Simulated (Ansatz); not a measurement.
# SiSnTeSe3: the cost of one run

Program: Ansatz 0.2.0. Level of theory: DFT PBE, scalar-relativistic, plane waves, PAW. These are calculated values, not measurements.

**1. The starting structure**

The structure is tetragonal, space group P4/mmm (No. 123). Conventional cell: a = 4.898 Å, b = 4.898 Å, c = 7.155 Å, α = 90.00°, β = 90.00°, γ = 90.00°. Si (site symmetry 4/mmm) is surrounded by 4 Sn at 3.46 Å. Sn (site symmetry 4/mmm) has 4 Si at 3.46 Å and 2 Te at 3.58 Å as nearest neighbours. Te (site symmetry 4/mmm) is surrounded by 4 Se at 2.45 Å. Around Se (site symmetry mmm) lie 2 Te at 2.45 Å and 2 Se at 2.45 Å. Se (site symmetry 4/mmm) is surrounded by 4 Se at 2.45 Å.

As a file:

```
Si Sn Te Se
1.0
     4.89806    0.00000    0.00000
     0.00000    4.89806    0.00000
     0.00000    0.00000    7.15474
Si Sn Te Se
1 1 1 3
Direct
  0.00000 0.00000 0.00000
  0.50000 0.50000 0.00000
  0.50000 0.50000 0.50000
  0.00000 0.50000 0.50000
  0.50000 0.00000 0.50000
  0.00000 0.00000 0.50000
```

Recipe of the guess: random cell by space group and Wyckoff sites (P4/mmm, No. 123). Lengths come from tabulated atomic sizes and are only a guess.

**2. A first look at the guess**

Contents of input.yaml:

```yaml
crystal:
  lattice:
    - [4.89806268, 0.0, 0.0]
    - [0.0, 4.89806268, 0.0]
    - [0.0, 0.0, 7.15473985]
  atoms:
    - { symbol: Si, position: [0.0, 0.0, 0.0] }
    - { symbol: Sn, position: [0.5, 0.5, 0.0] }
    - { symbol: Te, position: [0.5, 0.5, 0.5] }
    - { symbol: Se, position: [0.0, 0.5, 0.5] }
    - { symbol: Se, position: [0.5, 0.0, 0.5] }
    - { symbol: Se, position: [0.0, 0.0, 0.5] }
basis:
  ecutwfc: 420
kpoints:
  mp_grid: { grid: [4, 4, 4] }
hamiltonian:
  xc: pbe
scf:
  occupations: { method: gaussian, width: 0.1 }
  lower_state_search: "off"
output:
  forces: true
  stress: true
  eigenvalues: true
```

On the command line:

```
$ ansatz run input.yaml --threads 1 --pin off --max-ram 2560MiB --backend cpu --events-out ev --progress --plain --runs-dir out
```

Q: Estimate wall time and peak memory on 1 thread of Arm Neoverse V1, shared host.

About 10 s, with a peak of 0.49 GiB.
